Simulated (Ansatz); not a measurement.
# Zr2O: the cost of one run

Program: Ansatz 0.2.0. Level of theory: DFT r2SCAN, scalar-relativistic, plane waves, PAW. These are calculated values, not measurements.

2 further runs of the same task are left out: 2 that didn't finish.

## 1. The system as given

Symmetry: Pn-3m, No. 224, cubic system. Conventional cell: a = 4.846 Å, b = 4.846 Å, c = 4.846 Å, α = 90.00°, β = 90.00°, γ = 90.00°. Zr (site symmetry -3m) is surrounded by 2 O at 2.10 Å. O (site symmetry -43m) is surrounded by 4 Zr at 2.10 Å.

Coordinates:

```cif
data_structure
_symmetry_space_group_name_H-M 'Pn-3m:1'
_symmetry_Int_Tables_number 224
_cell_length_a 4.8457
_cell_length_b 4.8457
_cell_length_c 4.8457
_cell_angle_alpha 90.000
_cell_angle_beta 90.000
_cell_angle_gamma 90.000
_cell_volume 113.78
loop_
_atom_site_label
_atom_site_type_symbol
_atom_site_symmetry_multiplicity
_atom_site_Wyckoff_symbol
_atom_site_fract_x
_atom_site_fract_y
_atom_site_fract_z
_atom_site_occupancy
Zr1 Zr 4 c 0.25000 0.25000 0.75000 1
O1 O 2 a 0.00000 0.00000 0.00000 1
```

It goes back to an entry of the Materials Project, which need not be the stable form.

It is the result of an earlier relaxation at this level (volume 18.96 Å³/atom; gap on the mesh: none (metal)).

## 2. The undisturbed cell

Input file input.yaml:

```yaml
crystal:
  lattice:
    - [4.8457251905, 0.0, 0.0]
    - [0.0, 4.8457251905, 0.0]
    - [0.0, 0.0, 4.8457251905]
  atoms:
    - { symbol: Zr, position: [0.25, 0.25, 0.75] }
    - { symbol: Zr, position: [0.75, 0.25, 0.25] }
    - { symbol: Zr, position: [0.25, 0.75, 0.25] }
    - { symbol: Zr, position: [0.75, 0.75, 0.75] }
    - { symbol: O, position: [0.0, 0.0, 0.0] }
    - { symbol: O, position: [0.5, 0.5, 0.5] }
basis:
  ecutwfc: 500
kpoints:
  mp_grid: { grid: [10, 10, 10] }
hamiltonian:
  xc: r2scan
scf:
  occupations: { method: gaussian, width: 0.15 }
output:
  forces: true
  stress: true
  eigenvalues: true
```

The run is started by

```bash
> ansatz run input.yaml --threads 1 --pin off --max-ram 2560MiB --backend cpu --events-out ev --progress --plain --runs-dir out
```

**Question.** How long does this run take on 1 thread of Arm Neoverse V1, shared host, and how much memory does it need?

About 32 s, with a peak of 0.67 GiB.
